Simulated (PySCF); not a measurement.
# FH3O3Si: the cost of one run

Method: levels as typed in each script, gas phase, geometry from GFN2-xTB; program: PySCF 2.14.0.

## (1) The starting structure

SMILES `O[Si](O)(O)F`, 8 atoms, charge 0, spin multiplicity 1.

Bond lengths: O1–Si2 1.608 Å, O1–H6 0.953 Å, Si2–O3 1.608 Å, Si2–O4 1.609 Å, Si2–F5 1.615 Å, O3–H7 0.953 Å, O4–H8 0.953 Å. Angles: Si2–O1–H6 119.8°, O1–Si2–O3 111.0°, O1–Si2–O4 110.9°, O1–Si2–F5 108.5°, O3–Si2–O4 110.9°, O3–Si2–F5 108.0°, O4–Si2–F5 107.4°, Si2–O3–H7 119.8°, Si2–O4–H8 119.8°.

As a file:

```mol
FH3O3Si
  3D, bonds by distance, orders not assigned

  8  7  0  0  0  0  0  0  0  0999 V2000
   -1.3093    0.8290    0.4715 O   0  0
   -0.0047   -0.0000    0.0299 Si  0  0
   -0.1002   -1.5277    0.5225 O   0  0
    1.3344    0.6987    0.5830 O   0  0
    0.0806    0.0000   -1.5831 F   0  0
   -1.3348    1.7733    0.3486 H   0  0
   -0.8968   -2.0264    0.3671 H   0  0
    2.1720    0.2531    0.4966 H   0  0
  1  2  8  0
  2  3  8  0
  2  4  8  0
  2  5  8  0
  1  6  8  0
  3  7  8  0
  4  8  8  0
M  END
```

## (2) Density, bond paths and surface potential (B3LYP/def2-svpd)

input.py

```python
import numpy as np
from pyscf import gto, scf, dft
from pyscf.scf import atom_ks, atom_hf
from scipy.linalg import block_diag

def solve(mol, dm0=None, hcore=None):
    mf = (dft.UKS if mol.spin else dft.RKS)(mol, xc='b3lyp')
    mf.grids.level = 3
    mf = mf.density_fit(auxbasis='def2-universal-jkfit')
    mf.conv_tol, mf.max_cycle = 1e-8, 80
    if hcore is not None:
        mf.get_hcore = lambda *args: hcore
    mf.kernel(dm0)
    if not mf.converged:
        mf = mf.newton().run(mf.mo_coeff, mf.mo_occ, max_cycle=30)
    assert mf.converged, 'SCF not converged'
    return mf

mol = gto.M(atom='''
O     -1.30932     0.82903     0.47150
Si    -0.00469    -0.00003     0.02993
O     -0.10017    -1.52772     0.52253
O      1.33445     0.69874     0.58304
F      0.08064     0.00000    -1.58309
H     -1.33479     1.77335     0.34860
H     -0.89682    -2.02641     0.36710
H      2.17196     0.25310     0.49656
''', basis='def2-svpd', charge=0, spin=0, verbose=4)
mf = solve(mol)
mf.analyze()
# spherically averaged free atoms, for the promolecule
atm = atom_ks.get_atm_nrks(mol, xc='b3lyp')
pro = block_diag(*[(atm[a[0]][2] * atm[a[0]][3]) @ atm[a[0]][2].T for a in mol._atom])
np.savez('result.npz', e=mf.e_tot, c=mf.mo_coeff, occ=mf.mo_occ, eps=mf.mo_energy, pro=pro, dip=mf.dip_moment(verbose=0), s2=mf.spin_square()[0])
```

On the command line:

```
> OMP_NUM_THREADS=1 python input.py
```

**Question.** How long does this run take on 1 thread of Arm Neoverse V1, shared host, and how much memory does it need?

About 14 s, with a peak of 0.53 GiB.
